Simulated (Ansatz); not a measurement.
# Ti2B: the cost of one run

Program: Ansatz 0.2.0. Level of theory: DFT PBE, scalar-relativistic, plane waves, PAW. These are calculated values, not measurements.

1 further run of the same task is left out (it didn't finish).

### 1 The system as given

Symmetry: I4/mmm, No. 139, tetragonal system. The conventional cell has a = 3.120 Å, b = 3.120 Å, c = 7.655 Å, α = 90.00°, β = 90.00°, γ = 90.00°. Ti (site symmetry 4mm) has 5 Ti at 2.53 to 2.56 Å and 5 B at 2.54 to 2.56 Å as nearest neighbours. B (site symmetry 4/mmm) has 10 Ti at 2.54 to 2.56 Å as nearest neighbours.

Structure file:

```cif
data_structure
_symmetry_space_group_name_H-M 'P 1'
_symmetry_Int_Tables_number 1
_cell_length_a 4.4179
_cell_length_b 4.4179
_cell_length_c 4.4179
_cell_angle_alpha 138.639
_cell_angle_beta 138.639
_cell_angle_gamma 59.926
_cell_volume 37.27
loop_
_atom_site_label
_atom_site_type_symbol
_atom_site_fract_x
_atom_site_fract_y
_atom_site_fract_z
_atom_site_occupancy
Ti1 Ti 0.66500 0.66500 0.00000 1
Ti2 Ti 0.33500 0.33500 0.00000 1
B1 B 0.00000 0.00000 0.00000 1
```

(A quick probe on a coarse mesh, which set the mesh and smearing, is not shown.)

### 3 Coarse relaxation

input.yaml

```yaml
crystal:
  lattice:
    - [-1.5602266969, 1.5602266969, 3.8274311157]
    - [1.5602266969, -1.5602266969, 3.8274311157]
    - [1.5602266969, 1.5602266969, -3.8274311157]
  atoms:
    - { symbol: Ti, position: [0.665, 0.665, 0.0] }
    - { symbol: Ti, position: [0.335, 0.335, 0.0] }
    - { symbol: B, position: [0.0, 0.0, 0.0] }
basis:
  ecutwfc: 420
kpoints:
  mp_grid: { grid: [8, 8, 8] }
hamiltonian:
  xc: pbe
scf:
  occupations: { method: gaussian, width: 0.1 }
  lower_state_search: "off"
output:
  forces: true
  stress: true
  eigenvalues: true
relax:
  adjacent_minimum: "off"
  f_tol: 0.04
  max_steps: 70
  cell: { stress_tol: 0.4 }
```

Started as:

```
$ ansatz run input.yaml --threads 1 --pin off --max-ram 2560MiB --backend cpu --events-out ev --progress --plain --runs-dir out
```

What time and memory should one allow on 1 thread of Arm Neoverse V2, shared host?

About 11 s, with a peak of 0.34 GiB.
